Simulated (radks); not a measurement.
# Pd²²⁺ in [Ar] 3d6: an all-electron calculation

The task here is to estimate one member of a computed series from the others.

The numbers are computed with radks (a radial shooting solver on a logarithmic mesh, Libxc functionals) version 1 (non-relativistic Kohn-Sham, TPSS, spin-polarised, spherical densities, point nucleus; open shells are filled with parallel spins first), except any that are marked as measured or tabulated.

**The atom as given**

| Property | Result |
| --- | --- |
| element | palladium (Z = 46) |
| charge | +22 |
| electrons | 24 |
| configuration | [Ar] 3d6 |

The outer shells:

Pd²²⁺
```
[Ar] core
3d [↑↓][↑ ][↑ ][↑ ][↑ ]
```

The first run:

Settings of this run:

```text
Z 46
configuration [Ar] 3d6 4s0 4p0
relativity non-relativistic
functional tpss,tpss
spin polarised
nucleus point
```

The run is started by

```sh
$ python run_ks.py task.json out
```

The same process makes all the runs of this session.

One of the session's tables, all rows but one given; the rest of the session is left out.

It belongs to the step «Radial structure». Sizes of the orbitals, from the radial functions (bohr):

| level | <r> | outermost maximum (interpolated) | 90 % within | nodes |
| --- | --- | --- | --- | --- |
| 1s up | 0.03309 | 0.0219 | 0.0588 | 0 |
| 1s down | 0.03309 | 0.0219 | 0.0588 | 0 |
| 2s up | 0.1432 | 0.122 | 0.220 | 1 |
| 2s down | 0.1430 | 0.121 | 0.220 | 1 |
| 2p up | 0.1225 | 0.0955 | 0.199 | 0 |
| 2p down | 0.1223 | 0.0953 | 0.198 | 0 |
| 3s up | 0.3719 | 0.343 | 0.542 | 2 |
| 3s down | ? | ? | ? | ? |
| 3p up | 0.3608 | 0.328 | 0.537 | 1 |
| 3p down | 0.3625 | 0.329 | 0.539 | 1 |
| 3d up | 0.3254 | 0.267 | 0.505 | 0 |
| 3d down | 0.3274 | 0.268 | 0.509 | 0 |
| 4s up | 0.7551 | 0.742 | 1.06 | 3 |
| 4s down | 0.7583 | 0.745 | 1.07 | 3 |
| 4p up | 0.7608 | 0.747 | 1.08 | 2 |
| 4p down | 0.7644 | 0.750 | 1.09 | 2 |

Q: Estimate the row for 3s down from the others.

**Answer.** <r>: 0.3733; outermost maximum (interpolated): 0.343; 90 % within: 0.544; nodes: 2. In the column «<r>» it lies between 3s up (0.3719) and 4s up (0.7551).

Caveats from the session: Relativity is left out here, which matters for elements this heavy. Open shells are spherical and high-spin; term and fine-structure splittings are not resolved.
